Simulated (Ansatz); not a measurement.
**CH6F2O2Si2: a ladder of functionals and wavefunction methods**

Aim: compute CH6F2O2Si2 with functionals from several rungs and with coupled cluster, and see how far each lands from CCSD(T) at the basis-set limit for the atomisation energy.

Program: Ansatz 0.2.0, Gaussian basis. Level of theory: functionals in def2-TZVPP, the program's frozen cores in correlated methods. These are calculated values, not measurements.

Levels to be run: PBE-D4, r2SCAN-D4, PBE0-D4, B3LYP-D4, ωB97X-V, ωB97M-V, B2PLYP; CCSD(T)/def2-TZVPP; MP2/def2-QZVPP; extrapolation to the limit.

## (1) Structure used throughout

An earlier PBE0-D4 in a triple-zeta def2 set relaxation fixed the geometry.

SMILES `O[Si@H](F)C[Si@@H](O)F`, 13 atoms, charge 0, spin multiplicity 1.

Atoms are counted from 1 here; the program's logs count them from 0.

Bond lengths: O1–Si2 1.630 Å, O1–H8 0.958 Å, Si2–F3 1.613 Å, Si2–C4 1.853 Å, Si2–H9 1.473 Å, C4–Si5 1.860 Å, C4–H10 1.096 Å, C4–H11 1.097 Å, Si5–O6 1.627 Å, Si5–F7 1.600 Å, Si5–H12 1.475 Å, O6–H13 0.961 Å. Angles: Si2–O1–H8 119.8°, O1–Si2–F3 109.3°, O1–Si2–C4 114.2°, O1–Si2–H9 105.9°, F3–Si2–C4 105.6°, F3–Si2–H9 107.4°, C4–Si2–H9 114.2°, Si2–C4–Si5 114.9°, Si2–C4–H10 108.6°, Si2–C4–H11 109.0°, Si5–C4–H10 109.5°, Si5–C4–H11 107.4°, H10–C4–H11 107.1°, C4–Si5–O6 111.5°, C4–Si5–F7 106.4°, C4–Si5–H12 114.0°, O6–Si5–F7 110.9°, O6–Si5–H12 106.7° and more.

## (2) PBE-D4 (GGA)

Input file in.yaml:

```yaml
crystal:
  periodic: [false, false, false]
  atoms:
    - {symbol: O, position_ang: [-0.977326, 1.602635, 2.107098]}
    - {symbol: Si, position_ang: [0.092586, 0.941317, 1.071066]}
    - {symbol: F, position_ang: [0.813109, -0.316863, 1.778725]}
    - {symbol: C, position_ang: [-0.667278, 0.270694, -0.480714]}
    - {symbol: Si, position_ang: [0.428413, -0.868454, -1.461755]}
    - {symbol: O, position_ang: [0.885840, -2.159501, -0.582876]}
    - {symbol: F, position_ang: [1.697668, -0.002215, -1.907650]}
    - {symbol: H, position_ang: [-1.783511, 1.132423, 2.322834]}
    - {symbol: H, position_ang: [1.122449, 1.969192, 0.843859]}
    - {symbol: H, position_ang: [-0.977484, 1.111982, -1.110580]}
    - {symbol: H, position_ang: [-1.573698, -0.290236, -0.220789]}
    - {symbol: H, position_ang: [-0.197974, -1.393473, -2.690059]}
    - {symbol: H, position_ang: [1.137196, -1.997500, 0.330839]}
basis:
  gaussian: {orbitals: def2-TZVPP}
hamiltonian: {xc: pbe, dispersion: d4}
output: {forces: true, orbitals: {seedname: orbitals}}
```

Launch:

```sh
$ ansatz run in.yaml --threads 2 --pin off --events-out ev --progress --plain --max-ram 32768MiB --backend cuda --devices 0, --max-vram 18GiB
```

After this run come: r2SCAN-D4 (meta-GGA); PBE0-D4 (hybrid); B3LYP-D4 (hybrid); ωB97X-V (range-separated); ωB97M-V (range-separated); B2PLYP (double hybrid); CCSD(T) in def2-TZVPP; MP2 in def2-QZVPP.

**Question.** What will the summary of the whole plan be? Wanted: atomisation energy, CCSD(T)/CBS; farthest; mean size of error, hybrid; mean size of error, range-separated; gap, smallest and largest; T1 diagnostic; triples share of the correlation energy.

The runs gave:

| quantity | value |
| --- | --- |
| atomisation energy, CCSD(T)/CBS | 1256.1 kcal/mol |
| functionals within 6.3 kcal/mol (0.5 %) | PBE-D4, r2SCAN-D4, ωB97X-V, ωB97M-V |
| farthest | B2PLYP (-22.2 kcal/mol) |
| mean size of error, hybrid | 18.6 kcal/mol |
| mean size of error, range-separated | 4.0 kcal/mol |
| gap, smallest and largest | 6.90 eV (PBE-D4), 13.51 eV (ωB97X-V) |
| T1 diagnostic | 0.0117 |
| triples share of the correlation energy | 3.2 % |

In words: PBE-D4 is off by +2.0 kcal/mol. Double hybrids carry the basis error of their MP2 part in triple zeta, and no dispersion term here, so their miss is partly the set-up's. Misses under about 6.3 kcal/mol are within the doubt on the reference itself, which lacks core-valence correlation, relativity and higher excitations. Hartree-Fock recovers 73 % of the binding; the rest is correlation. Orbital gaps span 6.9 to 13.5 eV; exact exchange widens them.
